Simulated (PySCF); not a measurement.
# Solver options tried on AsS2⁺

The same problem is solved with other solver options, one edit a run.

The runs use PySCF 2.14.0; method and basis as typed in the scripts.

**1. Where the work starts**

AsS2⁺: 3 atoms, charge 1, spin multiplicity 1.

Bond lengths: As1–S2 1.953 Å, As1–S3 1.953 Å. Angles: S2–As1–S3 180.0°.

Coordinates:

```xyz
3
AsS2
As    0.0000    0.0000    0.0000
S     1.9526    0.0000    0.0000
S    -1.9526    0.0000    0.0000
```

**2. The run that the others are compared with**

input.py

```python
from pyscf import gto, scf, mp

mol = gto.M(
    atom='As 0 0 0; S 1.9526 0 0; S -1.9526 0 0',
    basis='pcseg-1',
    charge=1,
    spin=0,
    verbose=4,
)
mf = scf.UHF(mol)
mf.kernel()
mp.MP2(mf, frozen=19).kernel()
mf.dip_moment()
print('orbital energies (hartree):', [e[max(0, n-3):n+3].round(4) for e, n in zip(mf.mo_energy, mol.nelec)])
```

Launch:

```bash
$ OMP_NUM_THREADS=1 python input.py
```

The log of this run is left out.

Base result: E(SCF) = -3028.580070 Eh, 12 cycles, E(MP2) − E(SCF) = -0.37240 Eh.

The dipole of an ion depends on the origin.

**3. Convergence threshold 1e-05 hartree**

Run 1 changes convergence threshold: default → 1e-05 hartree.

input.py

```python
from pyscf import gto, scf, mp

mol = gto.M(
    atom='As 0 0 0; S 1.9526 0 0; S -1.9526 0 0',
    basis='pcseg-1',
    charge=1,
    spin=0,
    verbose=4,
)
mf = scf.UHF(mol)
mf.conv_tol = 1e-05
mf.kernel()
mp.MP2(mf, frozen=19).kernel()
mf.dip_moment()
print('orbital energies (hartree):', [e[max(0, n-3):n+3].round(4) for e, n in zip(mf.mo_energy, mol.nelec)])
```

Launch:

```bash
$ OMP_NUM_THREADS=1 python input.py
```

**4. Point-group symmetry on**

Run 2 changes point-group symmetry: off → on.

input.py, as its differences from that of step 2:

```diff
@@ -7,2 +7,3 @@
     spin=0,
+    symmetry=True,
     verbose=4,
```

**5. Second-order solver on**

Run 3 changes second-order solver: off → on.

input.py, as its differences from that of step 2:

```diff
@@ -10,2 +10,3 @@
 mf = scf.UHF(mol)
+mf = mf.newton()
 mf.kernel()
```

**6. Damping 0.95**

Run 4 changes damping: none → 0.95.

input.py, as its differences from that of step 2:

```diff
@@ -10,2 +10,4 @@
 mf = scf.UHF(mol)
+mf.damp = 0.95
+mf.diis_start_cycle = 8
 mf.kernel()
```

Before running it: what results should come out? Wanted: for each run, E(SCF); from base; gap; after the SCF.

As calculated:

| run | E(SCF) (hartree) | from base (eV) | cycles | gap (eV) | after the SCF |
| --- | --- | --- | --- | --- | --- |
| base | -3028.580070 | 0 | 12 | 10.65 | MP2 correlation -10.134 eV, core frozen |
| convergence threshold 1e-05 hartree | -3028.580070 | 0.0000 | 6 | 10.64 | MP2 correlation -10.134 eV, core frozen |
| point-group symmetry on | -3028.580070 | 0.0000 | 12 | 10.65 | MP2 correlation -10.134 eV, core frozen |
| second-order solver on | -3028.580070 | 0.0000 | 3 macro | 10.65 | MP2 correlation -10.134 eV, core frozen |
| damping 0.95 | -3028.580070 | 0.0000 | 18 | 10.65 | MP2 correlation -10.134 eV, core frozen |

Distance from each run's final energy (log10 hartree) by cycle:

| run | cycle 1 | cycle 2 | cycle 3 | cycle 5 | cycle 8 | cycle 12 |
| --- | --- | --- | --- | --- | --- | --- |
| base | -1.0 | -1.3 | -3.0 | -5.5 | -6.9 | < -11 |
| convergence threshold 1e-05 hartree | -1.0 | -1.3 | -3.0 | -5.5 | done | done |
| point-group symmetry on | -1.0 | -1.3 | -3.0 | -5.5 | -6.9 | < -11 |
| second-order solver on | -3.1 | -11.0 | < -11 | done | done | done |
| damping 0.95 | -1.0 | -1.1 | -1.1 | -1.3 | -1.9 | -6.5 |

What this shows: The SCF energy stays the same, to the digits that matter, with convergence threshold 1e-05 hartree or point-group symmetry on or second-order solver on or damping 0.95. The base needs 12 cycles and the run with damping 0.95 needs 18.
